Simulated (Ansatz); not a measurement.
Runs of Ansatz 0.2.0 on GeW. Symmetry: Fm-3m, No. 225, cubic system. The conventional cell has a = 5.155 Å, b = 5.155 Å, c = 5.155 Å, α = 90.00°, β = 90.00°, γ = 90.00°. Ge (site symmetry m-3m) has 6 W at 2.58 Å as nearest neighbours. W (site symmetry m-3m) has 6 Ge at 2.58 Å as nearest neighbours. The cell was built by a generator and needn't be a form met in nature.

```tsv
task	level	cell	smearing	points for each segment of the path	gap on the mesh (eV)	pressure (GPa)	relaxed volume (Å³/atom)
single point	PBE	as given	gaussian 0.014 eV	-	none	0.2	-
relaxation of cell and atoms	RPBE	relaxed	fermi-dirac 0.05 eV	-	none	0.0	(a)
single point	PBE	as given	gaussian 0.012 eV	-	none	0.2	-
single point	PBE	as given	gaussian 0.016 eV	-	none	0.2	-
single point	PBE	as given	gaussian 0.022 eV	-	none	0.2	-
band structure	RPBE	as given	fermi-dirac 0.05 eV	14	none	3.0	-
relaxation of cell and atoms	BLYP	relaxed	fermi-dirac 0.05 eV	-	none	0.0	17.99
single point	PBE	as given	gaussian 0.018 eV	-	none	0.2	-
```

Alike in all rows: potentials or basis Ansatz PAW; no spin polarisation; k mesh 9 × 9 × 9; cutoff (eV) 420.

Problem. Fill in the values left out.

Solution. (a) 17.43.

Caveats: the PAW data sets come from PBE, with cores solved anew for the run's functional, which leaves a small shift of forces and pressure (some runs); the plane-wave basis is chosen anew once the cell has moved, so the energies of steps on either side of that aren't comparable (some runs); spin-orbit coupling is left out, which moves the levels of the heavy elements (some runs).

A k mesh can miss the band edges, and the runs leave out spin-orbit coupling on Ge, W.

A gap of «none» marks a metal or a gap under the smearing width.
